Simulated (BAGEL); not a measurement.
**B3LYP/6-31G(d) (density fitting with qzvpp-jkfit, spherical functions) run of TiNH2Cl3 (SMILES [NH2][Ti]([Cl])([Cl])[Cl])**

Aim: the energy change on altering one bond length of TiNH2Cl3 at B3LYP/6-31G* (density fitting with qzvpp-jkfit, spherical functions), from 2 runs. 

The calculation is run with BAGEL 1.2.2.

### 1 The structure to begin with

TiNH2Cl3: 7 atoms, total charge 0, spin state singlet. As SMILES, `[NH2][Ti]([Cl])([Cl])[Cl]`. The shape is that of a PBE0-D4/def2-TZVP optimisation.

Bond lengths: N1–Ti2 1.838 Å, Ti2–Cl3 2.181 Å, Ti2–Cl4 2.192 Å, Ti2–Cl5 2.181 Å, N1–H6 1.012 Å, N1–H7 1.012 Å. Angles: N1–Ti2–Cl3 107.1°, N1–Ti2–Cl4 109.3°, N1–Ti2–Cl5 107.2°, Cl3–Ti2–Cl4 109.6°, Cl3–Ti2–Cl5 114.1°, Cl4–Ti2–Cl5 109.4°, Ti2–N1–H6 124.2°, Ti2–N1–H7 124.2°, H6–N1–H7 111.5°.

### 2 The energy at B3LYP/6-31G(d) (density fitting with qzvpp-jkfit, spherical functions)

File input.json:

```json
{ "bagel": [

{
  "title": "molecule",
  "basis": "6-31gs.json",
  "df_basis": "qzvpp-jkfit",
  "angstrom": "true",
  "geometry": [
    { "atom": "N", "xyz": [   -0.676400,    0.479600,    0.813100 ] },
    { "atom": "Ti", "xyz": [    0.416000,   -0.273300,   -0.459100 ] },
    { "atom": "Cl", "xyz": [    1.922500,   -1.442100,    0.599700 ] },
    { "atom": "Cl", "xyz": [   -0.771400,   -1.594700,   -1.742800 ] },
    { "atom": "Cl", "xyz": [    1.232300,    1.358700,   -1.654500 ] },
    { "atom": "H", "xyz": [   -1.200200,    1.334700,    0.679200 ] },
    { "atom": "H", "xyz": [   -0.861700,    0.068900,    1.718900 ] }
  ]
},
{
  "title": "ks",
  "xc_func": "b3lyp"
},
{
  "title": "print",
  "file": "orbitals.molden",
  "orbitals": "true"
}

]}
```

The basis set 6-31G* is read from a file made from the Basis Set Exchange's data (not shown).

On the command line:

```bash
BAGEL_NUM_THREADS=1 BAGEL input.json > input.out
```

Log:

```text
* using 1 threads per process

  ===============================================================
  ===============================================================

  *** Geometry ***

  { "atom" : "N", "xyz" : [     -1.278211,      0.906313,      1.536536 ] },
  { "atom" : "Ti", "xyz" : [      0.786126,     -0.516462,     -0.867573 ] },
  { "atom" : "Cl", "xyz" : [      3.632998,     -2.725174,      1.133269 ] },
  { "atom" : "Cl", "xyz" : [     -1.457735,     -3.013546,     -3.293415 ] },
  { "atom" : "Cl", "xyz" : [      2.328710,      2.567571,     -3.126552 ] },
  { "atom" : "H", "xyz" : [     -2.268049,      2.522217,      1.283502 ] },
  { "atom" : "H", "xyz" : [     -1.628377,      0.130202,      3.248250 ] },

  Number of auxiliary basis functions:      761

  Since a DF basis is specified, we compute 2- and 3-index integrals:
    o Being stored without compression. Storage requirement is 0.068 GB

  Number of basis functions:      106
  Number of electrons      :       82

    * METHOD: MOLECULE                             0.60

  *** Kohn-Sham DFT ***

    * Removing 13983 points whose weight is below 1.00e-10
    * Grid points: 90359

  === Nuclear Repulsion ===
   532.6293890790

       - DIIS with orbital gradients will be used.

  === KS iteration (b3lyp / 6-31gs.json) ===
      0      -2137.10890787          0.12969613           0.65
      1      -2204.49226744          0.13404990           0.55
      2      -2152.11087994          0.22230682           0.55
      3      -2240.88616220          0.13114375           0.58
      4      -2282.80712394          0.07381906           0.56
      5      -2274.66063704          0.11769449           0.55
      6      -2270.62513612          0.14780868           0.56
      7      -2242.22299120          0.12304790           0.54
      8      -2283.40294763          0.06540083           0.55
      9      -2274.21388319          0.13570610           0.56
     10      -2263.92066437          0.13154795           0.54
     11      -2286.00397562          0.01563101           0.54
     12      -2285.56754732          0.02812462           0.55
     13      -2286.08664545          0.01053254           0.55
     14      -2286.17585749          0.00361100           0.54
     15      -2286.18600222          0.00225845           0.54
     16      -2286.19027821          0.00031152           0.55
     17      -2286.19035041          0.00009682           0.54
     18      -2286.19036692          0.00002859           0.54
     19      -2286.19036842          0.00000683           0.54
     20      -2286.19036848          0.00000380           0.54
     21      -2286.19036848          0.00000277           0.54
     22      -2286.19036849          0.00000175           0.53
     23      -2286.19036849          0.00000066           0.51
     24      -2286.19036849          0.00000020           0.53
     25      -2286.19036849          0.00000006           0.54
     26      -2286.19036849          0.00000004           0.54
     27      -2286.19036849          0.00000001           0.54
     28      -2286.19036849          0.00000000           0.54
    * SCF iteration converged.

    * Permanent dipole moment:
           (    0.741304,    -0.600090,    -0.981491) a.u.

    * METHOD: KS                                  16.36

    * METHOD: PRINT                                0.01

  ===============================================================
```

Run time: 17 s. Hardware: 1 thread of Intel Xeon 6975P-C (Granite Rapids), shared host; peak memory 0.55 GiB.

### 3 The distorted shape, same level

File input.json:

```json
{ "bagel": [

{
  "title": "molecule",
  "basis": "6-31gs.json",
  "df_basis": "qzvpp-jkfit",
  "angstrom": true,
  "geometry": [
    { "atom": "N", "xyz": [   -0.798855,    0.234781,    0.992424 ] },
    { "atom": "Ti", "xyz": [    0.293545,   -0.518119,   -0.279776 ] },
    { "atom": "Cl", "xyz": [    1.800045,   -1.686919,    0.779024 ] },
    { "atom": "Cl", "xyz": [   -0.893855,   -1.839519,   -1.563476 ] },
    { "atom": "Cl", "xyz": [    1.232300,    1.358700,   -1.654500 ] },
    { "atom": "H", "xyz": [   -1.322655,    1.089881,    0.858524 ] },
    { "atom": "H", "xyz": [   -0.984155,   -0.175919,    1.898224 ] }
  ]
},
{
  "title": "ks",
  "xc_func": "b3lyp"
},
{
  "title": "print",
  "file": "orbitals.molden",
  "orbitals": true
}

]}
```

The basis set 6-31G* is read from a file made from the Basis Set Exchange's data (not shown).

On the command line:

```bash
BAGEL_NUM_THREADS=1 BAGEL input.json > input.out
```

Log:

```text
* using 1 threads per process

  ===============================================================
  ===============================================================

  *** Geometry ***

  { "atom" : "N", "xyz" : [     -1.509617,      0.443672,      1.875410 ] },
  { "atom" : "Ti", "xyz" : [      0.554720,     -0.979103,     -0.528700 ] },
  { "atom" : "Cl", "xyz" : [      3.401592,     -3.187815,      1.472142 ] },
  { "atom" : "Cl", "xyz" : [     -1.689141,     -3.476187,     -2.954541 ] },
  { "atom" : "Cl", "xyz" : [      2.328710,      2.567571,     -3.126552 ] },
  { "atom" : "H", "xyz" : [     -2.499456,      2.059577,      1.622375 ] },
  { "atom" : "H", "xyz" : [     -1.859783,     -0.332439,      3.587123 ] },

  Number of auxiliary basis functions:      761

  Since a DF basis is specified, we compute 2- and 3-index integrals:
    o Being stored without compression. Storage requirement is 0.068 GB

  Number of basis functions:      106
  Number of electrons      :       82

    * METHOD: MOLECULE                             0.60

  *** Kohn-Sham DFT ***

    * Removing 13646 points whose weight is below 1.00e-10
    * Grid points: 90696

  === Nuclear Repulsion ===
   512.9669313970

       - DIIS with orbital gradients will be used.

  === KS iteration (b3lyp / 6-31gs.json) ===
      0      -2136.12428357          0.12904478           0.66
      1      -2207.00544899          0.13179111           0.55
      2      -2133.95749952          0.19999861           0.57
      3      -2246.62668560          0.12791749           0.59
      4      -2283.40634104          0.05470335           0.57
      5      -2265.79727041          0.13798125           0.55
      6      -2266.56555757          0.13855923           0.56
      7      -2277.05111189          0.07403224           0.56
      8      -2285.75565564          0.01954684           0.55
      9      -2284.10927755          0.05959832           0.54
     10      -2285.71179206          0.02689554           0.54
     11      -2285.90090290          0.01930209           0.55
     12      -2286.13811832          0.00642239           0.56
     13      -2286.15716464          0.00398320           0.54
     14      -2286.17110179          0.00152274           0.54
     15      -2286.17314253          0.00034027           0.54
     16      -2286.17326729          0.00012169           0.56
     17      -2286.17328239          0.00002881           0.56
     18      -2286.17328345          0.00000880           0.54
     19      -2286.17328359          0.00000231           0.54
     20      -2286.17328359          0.00000332           0.55
     21      -2286.17328360          0.00000072           0.56
     22      -2286.17328360          0.00000044           0.55
     23      -2286.17328360          0.00000038           0.55
     24      -2286.17328360          0.00000009           0.55
     25      -2286.17328360          0.00000007           0.56
     26      -2286.17328360          0.00000004           0.57
     27      -2286.17328360          0.00000002           0.54
     28      -2286.17328360          0.00000002           0.55
     29      -2286.17328360          0.00000001           0.52
    * SCF iteration converged.

    * Permanent dipole moment:
           (    1.020795,    -0.030242,    -1.383722) a.u.

    * METHOD: KS                                  17.20

    * METHOD: PRINT                                0.01

  ===============================================================
```

Wall time 18 s (1 thread of Intel Xeon 6975P-C (Granite Rapids), shared host); peak memory 0.55 GiB.

### 4 Summary of results

Level: B3LYP/6-31G* (density fitting with qzvpp-jkfit, spherical functions).

```
                                                           quantity           value
                                          first shape: total energy  -2286.19037 Eh
                                         first shape: dipole moment          3.48 D
                                           first shape: HOMO energy        -8.21 eV
                                           first shape: LUMO energy        -3.50 eV
                                         first shape: HOMO–LUMO gap         4.71 eV
                                      distorted shape: total energy  -2286.17328 Eh
                                     distorted shape: dipole moment          4.37 D
                                       distorted shape: HOMO energy        -8.29 eV
                                       distorted shape: LUMO energy        -4.02 eV
                                     distorted shape: HOMO–LUMO gap         4.27 eV
energy change with the Ti2–Cl5 bond stretched from 2.181 to 2.509 Å        0.465 eV
```

**Reading.** With the Ti2–Cl5 bond stretched from 2.181 to 2.509 Å the energy rises by 0.46 eV (10.7 kcal/mol). The first shape isn't relaxed at this level, so the change isn't measured from a minimum.
